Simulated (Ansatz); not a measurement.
# C (hcp type): a single-point run

The task is a single-point run on C (hcp type). The structure is shown as the input types it.

Computed with Ansatz 0.2.0 (DFT, LDA, all-electron PAW with datasets made for the crystal, scalar-relativistic, unless a step's input says otherwise).

2 further runs of the same task are left out: 1 for a known fault of the program, 1 that didn't finish. Runs told in other sessions of the task aren't counted.

### 1 The structure to begin with

Symmetry: P6_3/mmc, No. 194, hexagonal system. The conventional cell has a = 2.410 Å, b = 2.410 Å, c = 2.191 Å, α = 90.00°, β = 90.00°, γ = 120.00°. C (site symmetry -6m2) has 6 C at 1.77 Å in its first shell of neighbours.

Coordinates:

```
C
1.0
     2.41014    0.00000    0.00000
    -1.20507    2.08724    0.00000
     0.00000    0.00000    2.19065
C
2
Cartesian
  0.0000 1.3915 0.5477
  1.2051 0.6957 1.6430
```

### 2 The run

input.yaml reads:

```yaml
crystal:
  lattice:
    - [2.410137733, 0.0, 0.0]
    - [-1.2050688665, 2.0872405034, 0.0]
    - [0.0, 0.0, 2.1906534992]
  atoms:
    - { symbol: C, position: [0.3333333333, 0.6666666667, 0.25] }
    - { symbol: C, position: [0.6666666667, 0.3333333333, 0.75] }
kpoints:
  mp_grid: { grid: [1, 1, 1] }
scf:
  occupations: { method: fermi_dirac, width: 0.05 }
  max_iter: 100
hamiltonian:
  xc: lda
  pseudopotentials: { kind: all_electron, datasets: crystal }
output:
  forces: true
  stress: true
  eigenvalues: true
```

Run with:

```
> ansatz run input.yaml --threads 1 --pin off --max-ram 2048MiB --backend cpu --events-out ev --progress --plain --runs-dir out
```

What happens when this is run?

The run converged and reported no error, with warnings (crystal datasets made). It gives a pressure of 145 GPa, which is large; a structure far from rest gives such values too, whatever the setting.

Look at the input: kpoints.mp_grid.grid is [1, 1, 1]. The zone is sampled at a single point, which suits only large cells or molecules.

The test: set kpoints.mp_grid.grid to [23, 23, 12].
